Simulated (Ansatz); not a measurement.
MgMnNbO4:

```
Nb Mn Mg O
1.0
    -2.08534    2.08754    4.74474
     2.08534   -2.08754    4.74474
     2.08534    2.08754   -4.74474
Nb Mn Mg O
1 1 1 4
Direct
  0.99972 0.99457 0.98457
  0.74894 0.24193 0.48883
  0.26209 0.74501 0.50401
  0.78714 0.77804 0.01455
  0.01199 0.51079 0.49376
  0.22386 0.20708 0.97869
  0.48349 0.98811 0.50830
```

The cell comes from a database or a generator and needn't be the stable form of this composition.

The cell isn't the ideal one: atoms moved at random, drawn with an rms of 0.05 Å.

A run of Ansatz 0.2.0 on this cell left the log below. Logs are shortened: lines on timing, memory, paths and dates and some standing lists are left out, and cuts for length are marked.

```text
Warning: RAYON_NUM_THREADS=4 ignored (pool sized by the plan → 4); use --threads N
Engine: ansatz 0.2.0, x86_64-unknown-linux-gnu
Pseudopotentials: kind: paw
Pseudopotential: Nb, paw, valence charge 13, recommended cutoff 420 eV (normal), Nb.paw.azcp
Pseudopotential: Mn, paw, valence charge 15, recommended cutoff 420 eV (normal), Mn.paw.azcp
Pseudopotential: Mg, paw, valence charge 10, recommended cutoff 420 eV (normal), Mg.paw.azcp
Pseudopotential: O, paw, valence charge 6, recommended cutoff 420 eV (normal), O.paw.azcp
Functional definition: PBE
  parameter kappa = 0.804
  parameter beta = 0.06672455060314922
  exchange = pbe_x(kappa = kappa, mu = beta*pi^2/3)
  correlation = pbe_c(beta = beta)
Crystal: 7 atoms, lattice volume = 82.620 Å³
Basis set: ecut = 420 eV, 1635 PW (Γ), exchange–correlation on 80×80×80 points (8 copies of the dense FFT grid, shifted against one another)
Bands: 40, of which v1, the nominal top of the filled ones, is band 31 counted from 1 (30 counted from 0)
Symmetry: 1 space group operations
Space group: P1 (ITA 1), of the structure as read, at distance tolerance 4.4e-5 Å
Magnetic group: BNS 1.1 (UNI 1), of the structure as read, at distance tolerance 4.4e-5 Å
k-points: 365 of 729 (time reversal used)
Non-local potential: Nb, projectors of the file, l = 0: 3, l = 1: 2, l = 2: 2, l = 3: 1
Non-local potential: Mn, projectors of the file, l = 0: 3, l = 1: 2, l = 2: 3, l = 3: 1
Non-local potential: Mg, projectors of the file, l = 0: 3, l = 1: 2, l = 2: 1
Non-local potential: O, projectors of the file, l = 0: 2, l = 1: 2, l = 2: 1
PAW form: soft (Blöchl's): semilocal exchange-correlation on the pseudo side does not see the compensation charge
[... 35 lines left out ...]
Free energy (F): -12649.585072 eV
Harris-Foulkes:  -12649.585072 eV  (|F-HF|=3.04e-8)
Internal energy: -12649.571048 eV  (E = F + TS)
E sigma→0 (E₀):  -12649.578060 eV
Entropy (-TS):   -0.014023 eV (-2.003 meV/atom)
Fermi energy:    11.396544 eV
--- Per-component energies (eV) ---
  E_band       = -757.315911
  E_kinetic    = 1468.204904
  E_local      = -6015.546287  (includes V_loc(G=0)·N_el)
  E_nonlocal   = 656.712453
  E_hartree    = 2243.816159
  E_xc         = -610.813338
  E_vxc        = -768.979036  (∫ρ·V_xc dr)
  E_paw        = -5303.584440  (= ΣΔE_a)
  E_vpaw       = -585.356272  (= ΣTr[D̂ρ^β])
  E_aug_tail   = 0.009794  (compensation charges beyond the density's cutoff)
  E_ewald      = -5088.370293
  E_smearing   = -0.014023  (= −TS)
  E_closure    = 0.000000  (closes the sum)
  Σ components = -12649.585072   (vs F -12649.585072, Δ=0.00e0)
--- Forces (eV/Å), atoms counted from 1 ---
  atom   1  Nb     0.17564481     0.11698357    -0.88455513
  atom   2  Mn     0.27405440     0.18044728    -0.06717881
  atom   3  Mg    -0.19099742    -0.25147848     0.13049445
  atom   4  O     -0.53738388    -0.32645045     0.13714869
  atom   5  O      0.03025777     0.06893522     0.17637610
  atom   6  O      0.57071453     0.15864945     0.12641451
  atom   7  O     -0.32229401     0.05291801     0.38131011
  max |Σ_I F_I| component: 9.91e-6 eV/Å
--- Stress (GPa, compression-positive) ---
       -6.096174       0.054947      -0.028655
        0.054947      -6.898042       0.520520
       -0.028655       0.520520      -4.236317
  P = ⅓ Tr σ = -5.7435 GPa (-57.435 kbar)
--- Band table (eV; the first three rows and the last of 730) ---
  k-point 0 ↑: bands = ["-70.3987", "-64.5071", "-45.1530", "-39.1882", "-39.1722", "-39.1609", "-31.2727", "-31.2705", "-31.2590", "-21.2361", "-21.1961", "-21.1839", "-9.0721", "-7.9736", "-7.8624", "-7.6392", "4.5672", "4.6080", "4.9793", "5.4352", "6.2197", "6.2367", "6.3386", "7.1495", "7.1588", "7.6380", "7.9687", "8.0466", "8.1275", "8.8409", "8.8558", "9.2912", "9.4626", "11.3451", "11.9773", "12.2465", "12.5512", "14.0771", "15.2402", "18.8630"]
  k-point 1 ↑: bands = ["-70.3987", "-64.5071", "-45.1527", "-39.1883", "-39.1722", "-39.1611", "-31.2728", "-31.2707", "-31.2593", "-21.2457", "-21.2055", "-21.1850", "-9.0010", "-7.9760", "-7.7901", "-7.5768", "4.3048", "4.5721", "5.0655", "5.2634", "6.0305", "6.1114", "6.4305", "6.6803", "6.9098", "7.5474", "7.6142", "7.9815", "8.3995", "8.7382", "8.7468", "9.3945", "9.8791", "11.7502", "12.1224", "12.2768", "13.0176", "14.6837", "15.5037", "18.7022"]
  k-point 2 ↑: bands = ["-70.3986", "-64.5071", "-45.1520", "-39.1888", "-39.1722", "-39.1616", "-31.2730", "-31.2711", "-31.2599", "-21.2709", "-21.2302", "-21.1856", "-8.8177", "-7.9983", "-7.5820", "-7.4134", "3.7666", "4.5555", "4.7381", "5.2154", "5.5269", "5.6954", "5.9162", "6.4079", "6.6016", "6.7922", "7.2687", "8.0972", "8.6856", "8.8624", "8.8889", "9.5667", "10.5794", "12.4452", "12.5351", "12.6594", "14.0354", "15.8541", "16.0832", "18.2378"]
  k-point 364 ↓: bands = ["-65.8232", "-64.5062", "-45.6156", "-34.7037", "-34.6961", "-34.6794", "-31.2726", "-31.2684", "-31.2608", "-21.8028", "-21.7403", "-21.7380", "-8.5699", "-7.9710", "-7.4628", "-7.1374", "3.8300", "4.3774", "4.9358", "5.1964", "5.4248", "5.7576", "5.9368", "6.3328", "6.5772", "7.0918", "7.4004", "8.3913", "11.4179", "11.7913", "12.4685", "12.7037", "12.7978", "12.9418", "13.2126", "14.3122", "15.2052", "15.9473", "16.4789", "18.4058"]
```

Q: Write the input and the command behind it.

A: Single point with PBE, collinear spin, ferromagnetic start. The files as run (others can give the same):

input.yaml
```yaml
crystal:
  lattice:
    - [-2.0853414182, 2.0875409818, 4.7447409517]
    - [2.0853414182, -2.0875409818, 4.7447409517]
    - [2.0853414182, 2.0875409818, -4.7447409517]
  atoms:
    - { symbol: Nb, position: [-0.000275, -0.005433, -0.015428] }
    - { symbol: Mn, position: [0.74894, 0.241933, 0.488827], spin: 4.0 }
    - { symbol: Mg, position: [0.262094, 0.745012, 0.504007] }
    - { symbol: O, position: [0.787144, 0.778035, 0.014546] }
    - { symbol: O, position: [0.011989, 0.510788, 0.493759] }
    - { symbol: O, position: [0.223863, 0.207075, -0.021314] }
    - { symbol: O, position: [0.483489, 0.988107, 0.508304] }
hamiltonian:
  xc: pbe
  pseudopotentials: { kind: paw }
magnetization:
  spin_polarized: true
kpoints:
  mp_grid: { grid: [9, 9, 9] }
scf:
  occupations: { method: fermi_dirac, width: 0.05 }
output:
  forces: true
  stress: true
  eigenvalues: true
```

Potentials or basis: Ansatz PAW.
Run with:
```bash
$ ansatz run input.yaml --threads 4 --pin off --max-ram 10240MiB --backend cpu --events-out ev --progress --plain --runs-dir out
```

Caveat: the pressure holds a Pulay correction of +0.6 GPa for the finite cutoff; a cell with one magnetic atom can't hold antiferromagnetic order, which such compounds often take; semilocal functionals often make such compounds metallic where correlation or magnetic order opens a gap, which also shifts bond lengths.
